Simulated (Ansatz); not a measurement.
# Ge2Sb2Te5 (Cm) in Ansatz: band structure with PBE

Aim: the band structure of Ge2Sb2Te5 with PBE.

Program: Ansatz 0.2.0. These are calculated values, not measurements. Logs are shortened: lines on timing, memory, paths and dates and some standing lists are left out, and cuts for length are marked.

### Step 1. The structure

The structure is monoclinic, space group Cm (No. 8). Conventional cell: a = 13.678 Å, b = 6.132 Å, c = 9.672 Å, α = 90.00°, β = 134.93°, γ = 90.00°. Te (site symmetry m) is surrounded by 2 Ge at 2.85 to 3.19 Å and 3 Sb at 3.07 to 3.14 Å. Te (site symmetry m) has 2 Sb at 2.95 to 3.20 Å and 3 Ge at 3.07 to 3.08 Å as nearest neighbours. Te (site symmetry m) has 3 Ge at 2.82 to 3.07 Å and 2 Sb at 3.14 to 3.19 Å as nearest neighbours. Te (site symmetry m) has 2 Ge at 2.95 to 3.00 Å and 2 Sb at 3.02 to 3.06 Å as nearest neighbours. Te (site symmetry m) has 3 Sb at 2.98 to 3.07 Å and 2 Ge at 3.05 to 3.20 Å as nearest neighbours. Around Sb (site symmetry m) lie 6 Te at 2.95 to 3.19 Å. Sb (site symmetry m) is surrounded by 6 Te at 2.98 to 3.20 Å. Ge (site symmetry m) is surrounded by 6 Te at 2.82 to 3.19 Å.

The cell comes from a database or a generator and needn't be the stable form of this composition.

### Step 2. Band structure, PBE

Input file input.yaml:

```yaml
crystal:
  lattice:
    - [6.839136, -3.066006, 0.0]
    - [6.839136, 3.066006, 0.0]
    - [-6.830977, 0.0, 6.847609]
  atoms:
    - { symbol: Te, position: [0.594702, 0.594702, 0.386433] }
    - { symbol: Te, position: [0.795288, 0.795288, 0.196112] }
    - { symbol: Te, position: [0.008324, 0.008324, 0.006435] }
    - { symbol: Te, position: [0.206519, 0.206519, 0.809803] }
    - { symbol: Te, position: [0.399959, 0.399959, 0.597118] }
    - { symbol: Sb, position: [0.901708, 0.901708, 0.587873] }
    - { symbol: Sb, position: [0.11187, 0.11187, 0.417352] }
    - { symbol: Ge, position: [0.284287, 0.284287, 0.18783] }
    - { symbol: Ge, position: [0.497343, 0.497343, 0.011044] }
hamiltonian:
  xc: pbe
  pseudopotentials: { kind: paw }
kpoints:
  mp_grid: { grid: [5, 5, 4] }
  band_path:
    path:
      - [[-0.5, -0.5, 0.5], [0.0, 0.0, 0.0], [0.0, 0.0, -0.5]]
      - [[-0.5, -0.5, 0.0], [0.0, 0.0, 0.0], [0.5, 0.0, 0.0]]
      - [[0.0, -0.5, 0.5], [0.0, 0.0, 0.0], [0.5, 0.0, -0.5]]
      - [[0.0, -0.5, 0.0], [0.0, 0.0, 0.0]]
    npoints: 10
scf:
  occupations: { method: fermi_dirac, width: 0.05 }
  n_extra_bands: 22
output:
  forces: true
  stress: true
  eigenvalues: true
  fatbands: false
```

Potentials or basis: Ansatz PAW.

The run is started by

```bash
> ansatz run input.yaml --threads 4 --pin off --max-ram 11264MiB --backend cpu --events-out ev --progress --plain --runs-dir out
```

Log:

```text
Warning: RAYON_NUM_THREADS=4 ignored (pool sized by the plan → 4); use --threads N
scf.n_extra_bands = 22 over 69 filled bands (N_el = 138.0): the run solves 91 bands
Engine: ansatz 0.2.0, aarch64-unknown-linux-gnu
Pseudopotentials: kind: paw
Pseudopotential: Te, paw, valence charge 16, recommended cutoff 420 eV (normal), Te.paw.azcp
Pseudopotential: Sb, paw, valence charge 15, recommended cutoff 420 eV (normal), Sb.paw.azcp
Pseudopotential: Ge, paw, valence charge 14, recommended cutoff 420 eV (normal), Ge.paw.azcp
Functional definition: PBE
  parameter kappa = 0.804
  parameter beta = 0.06672455060314922
  exchange = pbe_x(kappa = kappa, mu = beta*pi^2/3)
  correlation = pbe_c(beta = beta)
Crystal: 9 atoms, lattice volume = 287.173 Å³
Basis set: ecut = 420 eV, 5631 PW (Γ), exchange–correlation on 108×108×144 points (8 copies of the dense FFT grid, shifted against one another)
Bands: 91, of which v1, the nominal top of the filled ones, is band 69 counted from 1 (68 counted from 0)
Symmetry: 2 space group operations
Space group: Cm (ITA 8), of the structure as read, at distance tolerance 6.6e-5 Å
k-points: 33 of 100 (time reversal used)
Non-local potential: Te, projectors of the file, l = 0: 2, l = 1: 2, l = 2: 2, l = 3: 2
Non-local potential: Sb, projectors of the file, l = 0: 2, l = 1: 2, l = 2: 2, l = 3: 2
Non-local potential: Ge, projectors of the file, l = 0: 2, l = 1: 2, l = 2: 3, l = 3: 1
PAW form: soft (Blöchl's): semilocal exchange-correlation on the pseudo side does not see the compensation charge
PAW one-centre angular grid: Te, 590 points (default); XC on 64 Gauss nodes
PAW one-centre angular grid: Sb, 590 points (default); XC on 64 Gauss nodes
PAW one-centre angular grid: Ge, 590 points (default); XC on 64 Gauss nodes
Initial density: superposition of atomic densities (neutral atoms: chi_scale 0, normalization atom), corrected by the library's trained network
Initial wavefunctions: pseudopotential atomic-orbital guess
Functional: x = pbe(κ = 0.804, μ = 0.2195149727645171), c = pbe(β = 0.06672455060314922)
SCF iter   1: F=—  HF=-56459.289550 eV  |F-HF|=—  |Δ(HF+E_count)|=         —  Δρ=1.75e-3  dr2=2.96e-2  ethr=1.77e-3  ⟨swp⟩=6.3  Hψ=12008  notcnv=0  defer=263
preconditioner: auto → Resta (q_TF=auto, 2.415 Å⁻¹)  ε∞=3.5  [insulator: Δε(μ)=0.299 eV  Ē_g=9.595 eV  σ=0.050 eV  W_gap=0.90  n_scr=62 (ndim 8)  ℏωp=15.2 eV  f_vac=0.052  D(μ)=0.33/eV (n_scr^D=0)  ε∞_Penn≈3.5]
SCF iter   2: F=—  HF=-56459.279500 eV  |F-HF|=—  |Δ(HF+E_count)|=   1.00e-2  Δρ=7.53e-4  dr2=2.07e-3  ethr=2.14e-5  ⟨swp⟩=2.0  Hψ=4411  notcnv=0  defer=380
SCF iter   3: F=—  HF=-56459.279626 eV  |F-HF|=—  |Δ(HF+E_count)|=   1.26e-4  Δρ=3.49e-4  dr2=4.02e-4  ethr=1.50e-6  ⟨swp⟩=2.1  Hψ=3682  notcnv=0  defer=380
SCF iter   4: F=—  HF=-56459.279758 eV  |F-HF|=—  |Δ(HF+E_count)|=   1.32e-4  Δρ=8.69e-5  dr2=2.48e-5  ethr=2.91e-7  ⟨swp⟩=2.0  Hψ=3562  notcnv=0  defer=380
SCF iter   5: F=—  HF=-56459.279843 eV  |F-HF|=—  |Δ(HF+E_count)|=   8.52e-5  Δρ=3.01e-5  dr2=3.12e-6  ethr=1.80e-8  ⟨swp⟩=2.0  Hψ=3840  notcnv=0  defer=380
SCF iter   6: F=—  HF=-56459.279844 eV  |F-HF|=—  |Δ(HF+E_count)|=   5.78e-7  Δρ=1.18e-5  dr2=4.61e-7  ethr=2.26e-9  ⟨swp⟩=2.0  Hψ=3682  notcnv=0  defer=380
SCF iter   7: F=-56459.279844 eV  HF=-56459.279844 eV  |F-HF|=1.72e-8  |Δ(HF+E_count)|=   2.80e-7  Δρ=3.30e-6  dr2=4.23e-8  ethr=7.25e-11  ⟨swp⟩=15.2  Hψ=17555  notcnv=0
SCF 1 converged in 7 iterations: F = -56459.279844 eV  dr2 = 4.23e-8
NSCF: frozen V_eff on 74 k-points
SCF converged after 7 iterations
Free energy (F): -56459.279844 eV
Harris-Foulkes:  -56459.279844 eV  (|F-HF|=1.72e-8)
Internal energy: -56459.274724 eV  (E = F + TS)
E sigma→0 (E₀):  -56459.277284 eV
Entropy (-TS):   -0.005120 eV (-0.569 meV/atom)
Fermi energy:    8.140119 eV
--- Per-component energies (eV) ---
  E_band       = -2036.498347
  E_kinetic    = 1529.506580
  E_local      = -15142.166802  (includes V_loc(G=0)·N_el)
  E_nonlocal   = -1.332015
  E_hartree    = 7953.230602
  E_xc         = -1046.525506
  E_vxc        = -837.781667  (∫ρ·V_xc dr)
  E_paw        = -36489.404285  (= ΣΔE_a)
  E_vpaw       = -3491.183774  (= ΣTr[D̂ρ^β])
  E_aug_tail   = -0.000378  (compensation charges beyond the density's cutoff)
  E_ewald      = -13262.582920
  E_smearing   = -0.005120  (= −TS)
  E_closure    = 0.000000  (closes the sum)
  Σ components = -56459.279844   (vs F -56459.279844, Δ=0.00e0)
--- Forces (eV/Å), atoms counted from 1 ---
  atom   1  Te     0.02209431     0.00000000     0.07464948
  atom   2  Te    -0.00141824     0.00000000    -0.03518491
  atom   3  Te    -0.00933097     0.00000000     0.02333862
  atom   4  Te     0.05193081     0.00000000    -0.04878243
  atom   5  Te     0.10047876     0.00000000    -0.01420536
  atom   6  Sb     0.04239482     0.00000000    -0.12855456
  atom   7  Sb    -0.03180949     0.00000000     0.05593532
  atom   8  Ge    -0.19360461     0.00000000    -0.02954397
  atom   9  Ge     0.01926179     0.00000000     0.10235909
  max |Σ_I F_I| component: 1.13e-5 eV/Å
--- Stress (GPa, compression-positive) ---
        0.098563       0.000000      -0.103540
        0.000000      -0.338056       0.000000
       -0.103540       0.000000       0.003426
  P = ⅓ Tr σ = -0.0787 GPa (-0.787 kbar)
--- Band table (eV; the first three rows and the last of 33) ---
  k-point 0: bands = ["-28.6655", "-28.6508", "-28.6256", "-28.6099", "-28.5944", "-28.5776", "-28.5763", "-28.5683", "-28.5154", "-28.5144", "-28.4977", "-28.4932", "-28.4823", "-28.4731", "-28.4723", "-28.4091", "-28.4064", "-28.3810", "-28.3744", "-28.3716", "-28.2476", "-28.2430", "-28.0928", "-28.0888", "-28.0444", "-21.3334", "-21.3307", "-21.3301", "-21.3256", "-21.3194", "-21.3178", "-21.3152", "-21.3143", "-21.3127", "-21.3112", "-16.5761", "-16.5699", "-16.5640", "-16.5623", "-16.5610", "-16.5587", "-16.5563", "-16.5411", "-16.5382", "-16.5357", "-4.6163", "-2.8368", "-2.6992", "-2.5532", "-2.3376", "-0.9620", "-0.4263", "0.2044", "2.2315", "3.3382", "3.7627", "3.7853", "3.8534", "4.2145", "4.4960", "4.5795", "5.4264", "6.3974", "6.5922", "6.6264", "7.2493", "7.5464", "7.6287", "7.6399", "9.0900", "9.3885", "10.4797", "10.5241", "11.5006", "11.8706", "12.0970", "12.1856", "12.6961", "12.8299", "12.8795", "12.9613", "13.2373", "13.2982", "13.3685", "13.6861", "13.7847", "14.5658", "14.5667", "14.6413", "15.2768", "15.4131"]
  k-point 1: bands = ["-28.6655", "-28.6508", "-28.6256", "-28.6099", "-28.5944", "-28.5776", "-28.5763", "-28.5683", "-28.5154", "-28.5144", "-28.4977", "-28.4932", "-28.4823", "-28.4731", "-28.4723", "-28.4091", "-28.4064", "-28.3810", "-28.3744", "-28.3716", "-28.2476", "-28.2430", "-28.0928", "-28.0888", "-28.0444", "-21.3334", "-21.3308", "-21.3301", "-21.3256", "-21.3194", "-21.3178", "-21.3152", "-21.3143", "-21.3127", "-21.3112", "-16.5761", "-16.5699", "-16.5640", "-16.5623", "-16.5610", "-16.5587", "-16.5563", "-16.5411", "-16.5382", "-16.5357", "-4.4849", "-3.2153", "-2.7385", "-2.5254", "-2.3251", "-0.8769", "-0.1177", "0.4023", "1.9525", "3.1839", "3.2373", "3.7013", "3.7505", "4.4951", "5.0924", "5.4158", "5.5056", "5.9138", "6.3294", "6.5226", "7.0504", "7.4239", "7.5483", "7.7389", "9.2308", "9.8875", "10.2756", "10.3196", "11.0563", "11.2993", "11.4637", "11.9131", "12.5359", "12.7510", "12.9765", "13.1096", "13.1123", "13.5833", "13.7120", "13.9178", "14.2549", "14.3015", "14.6393", "14.7352", "15.0530", "15.5980"]
  k-point 2: bands = ["-28.6655", "-28.6508", "-28.6256", "-28.6099", "-28.5944", "-28.5776", "-28.5763", "-28.5683", "-28.5154", "-28.5144", "-28.4977", "-28.4932", "-28.4822", "-28.4731", "-28.4723", "-28.4090", "-28.4064", "-28.3809", "-28.3744", "-28.3716", "-28.2476", "-28.2430", "-28.0928", "-28.0888", "-28.0444", "-21.3334", "-21.3308", "-21.3301", "-21.3256", "-21.3193", "-21.3178", "-21.3152", "-21.3143", "-21.3127", "-21.3112", "-16.5761", "-16.5699", "-16.5640", "-16.5623", "-16.5610", "-16.5587", "-16.5563", "-16.5411", "-16.5382", "-16.5357", "-4.2679", "-3.6232", "-2.7228", "-2.5151", "-2.3697", "-0.8014", "0.1551", "0.7802", "1.4481", "2.9673", "3.0769", "3.7057", "4.2807", "4.6085", "4.7914", "5.3736", "5.5335", "6.0251", "6.4509", "6.7147", "7.3113", "7.3502", "7.4263", "7.7446", "8.7416", "9.5085", "9.8812", "10.6040", "10.8205", "10.8863", "11.7807", "11.9271", "12.4145", "12.5548", "12.7899", "13.1288", "13.1496", "13.4577", "13.8481", "13.8735", "14.1308", "14.5973", "15.0683", "15.2931", "15.5228", "15.9715"]
  k-point 32: bands = ["-28.6654", "-28.6508", "-28.6256", "-28.6098", "-28.5944", "-28.5776", "-28.5763", "-28.5683", "-28.5154", "-28.5144", "-28.4977", "-28.4932", "-28.4822", "-28.4731", "-28.4723", "-28.4090", "-28.4064", "-28.3809", "-28.3744", "-28.3716", "-28.2476", "-28.2430", "-28.0928", "-28.0888", "-28.0444", "-21.3342", "-21.3305", "-21.3301", "-21.3256", "-21.3193", "-21.3179", "-21.3157", "-21.3145", "-21.3123", "-21.3110", "-16.5762", "-16.5699", "-16.5640", "-16.5623", "-16.5609", "-16.5587", "-16.5563", "-16.5411", "-16.5382", "-16.5357", "-4.0913", "-3.6177", "-2.7342", "-2.6099", "-2.4064", "-0.8375", "-0.3302", "0.6206", "1.0757", "3.0659", "3.7507", "4.3180", "4.4951", "4.5524", "5.2633", "5.4721", "5.9039", "6.1627", "6.3813", "6.5347", "7.3168", "7.4984", "7.5775", "7.7187", "8.5894", "9.3269", "10.1102", "10.1886", "10.3868", "10.5545", "11.0820", "11.6439", "11.8814", "11.9306", "12.5199", "12.8290", "12.9493", "13.2420", "13.6097", "13.9698", "14.2064", "14.5178", "15.5019", "15.6519", "15.9255", "16.1092"]
```

Run time: 70 s. Hardware: 4 threads of Arm Neoverse V1, shared host; peak memory 1.6 GiB.

Results:

* Free energy: -56459.2798 eV
* Pressure: -0.1 GPa
* Largest force: 0.196 eV/Å
* Band gap on the k mesh: 0.26 eV, indirect (least direct gap 0.33 eV)
* Band gap along the path: 0.05 eV, direct

Forces on the atoms (eV/Å):
```
Te   0.022  0.000  0.075
Te  -0.001  0.000 -0.035
Te  -0.009  0.000  0.023
Te   0.052  0.000 -0.049
Te   0.100  0.000 -0.014
Sb   0.042  0.000 -0.129
Sb  -0.032  0.000  0.056
Ge  -0.194  0.000 -0.030
Ge   0.019  0.000  0.102
```

Levels at the corners of the path, in eV from the valence-band top:
| point | band 67 | band 68 | band 69 | band 70 | band 71 | band 72 |
| --- | --- | --- | --- | --- | --- | --- |
| X | -0.71 | -0.58 | -0.31 | 0.67 | 1.48 | 2.06 |
| Γ | -0.50 | -0.42 | -0.41 | 1.04 | 1.34 | 2.43 |
| Y | -0.70 | -0.62 | -0.30 | 0.70 | 1.46 | 1.84 |
| L | -0.84 | -0.81 | -0.78 | 2.14 | 2.64 | 2.82 |
| Γ | -0.50 | -0.42 | -0.41 | 1.04 | 1.34 | 2.43 |
| Z | -0.70 | -0.53 | 0.00 | 0.05 | 0.58 | 0.69 |
| N | -0.68 | -0.61 | -0.03 | 0.26 | 0.39 | 0.72 |
| Γ | -0.50 | -0.42 | -0.41 | 1.04 | 1.34 | 2.43 |
| M | -0.68 | -0.61 | -0.03 | 0.26 | 0.39 | 0.72 |
| R | -0.70 | -0.53 | 0.00 | 0.05 | 0.58 | 0.69 |
| Γ | -0.50 | -0.42 | -0.41 | 1.04 | 1.34 | 2.43 |

Caveat: the k mesh misses the band edges, so the gap on the mesh is wider than the one along the path; spin-orbit coupling is left out, which moves the levels of the heavy elements.
